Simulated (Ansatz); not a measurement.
**CH2AlNO: one species, many methods**

An exercise on one series of results from a longer session: the logs are not shown, and one member is left open.

The runs use Ansatz 0.2.0, Gaussian basis; functionals in def2-TZVPP, the program's frozen cores in correlated methods.

The runs, in order: LDA (SPW92), PBE-D4, revPBE-D4, BLYP-D4, r2SCAN-D4, B97M-V, PBE0-D4, B3LYP-D4, r2SCANh-D4, r2SCAN0-D4, HSE06-D4, BHLYP-D4, CAM-B3LYP-D4, LC-ωPBE, ωB97X-V, ωB97M-V, B2PLYP, PBE-QIDH; CCSD(T)/def2-SVP; CCSD(T)/def2-TZVPP; MP2/def2-QZVPP; extrapolation to the limit; RPA on PBE.

**The relaxed structure**

An earlier PBE0-D4 in a triple-zeta def2 set relaxation fixed the geometry.

6 atoms, charge 0, spin multiplicity 1.

Atoms are counted from 1 here; the program's logs count them from 0.

Bond lengths: N1–C2 1.153 Å, C2–Al3 1.929 Å, Al3–O4 1.681 Å, Al3–H5 1.568 Å, O4–H6 0.955 Å. Angles: N1–C2–Al3 177.3°, C2–Al3–O4 113.9°, C2–Al3–H5 120.8°, O4–Al3–H5 125.2°, Al3–O4–H6 125.4°.

The first run:

Input file in.yaml:

```yaml
crystal:
  periodic: [false, false, false]
  atoms:
    - {symbol: N, position_ang: [2.424442, -1.063881, 0.896597]}
    - {symbol: C, position_ang: [1.389141, -0.717913, 0.524132]}
    - {symbol: Al, position_ang: [-0.370744, -0.226522, -0.095387]}
    - {symbol: O, position_ang: [-0.557274, 1.418349, -0.385475]}
    - {symbol: H, position_ang: [-1.485804, -1.312087, -0.291072]}
    - {symbol: H, position_ang: [-1.357661, 1.838153, -0.694896]}
basis:
  gaussian: {orbitals: def2-TZVPP}
hamiltonian: {xc: lda}
output: {orbitals: {seedname: orbitals}}
```

Launch:

```console
ansatz run in.yaml --threads 2 --pin off --events-out ev --progress --plain --max-ram 4352MiB
```

Among the steps run: LDA; PBE-D4 (GGA); revPBE-D4 (GGA); BLYP-D4 (GGA); r2SCAN-D4 (meta-GGA); B97M-V (meta-GGA); B3LYP-D4 (hybrid); r2SCANh-D4 (hybrid); r2SCAN0-D4 (hybrid); HSE06-D4 (hybrid); BHLYP-D4 (hybrid); CAM-B3LYP-D4 (range-separated); LC-ωPBE (range-separated); ωB97X-V (range-separated); ωB97M-V (range-separated); B2PLYP (double hybrid); PBE-QIDH (double hybrid).

One table of the session follows, with a row left open; its other results are not shown here.

```
  functional  HOMO (eV)  LUMO (eV)  gap (eV)
 LDA (SPW92)      -8.10      -2.93      5.17
      PBE-D4      -7.98      -2.66      5.31
   revPBE-D4      -7.93      -2.55      5.38
     BLYP-D4      -7.90      -2.56      5.35
   r2SCAN-D4      -8.35      -2.40      5.95
      B97M-V      -8.42      -2.51      5.90
     PBE0-D4      -9.49      -1.85      7.64
    B3LYP-D4      -9.28      -2.09      7.19
  r2SCANh-D4      -8.91      -2.11      6.80
  r2SCAN0-D4      -9.74      -1.69      8.04
    HSE06-D4      -9.09      -2.22      6.86
    BHLYP-D4     -10.87      -1.06      9.81
CAM-B3LYP-D4     -10.98      -0.90     10.07
     LC-ωPBE     -12.36       0.25     12.61
     ωB97X-V          ?          ?         ?
     ωB97M-V     -11.81      -0.10     11.71
```

Q: Estimate the row for ωB97X-V from the others.

**Answer.** HOMO (eV): -11.99; LUMO (eV): 0.14; gap (eV): 12.12. In the column «HOMO (eV)» it lies between LC-ωPBE (-12.36) and ωB97M-V (-11.81).
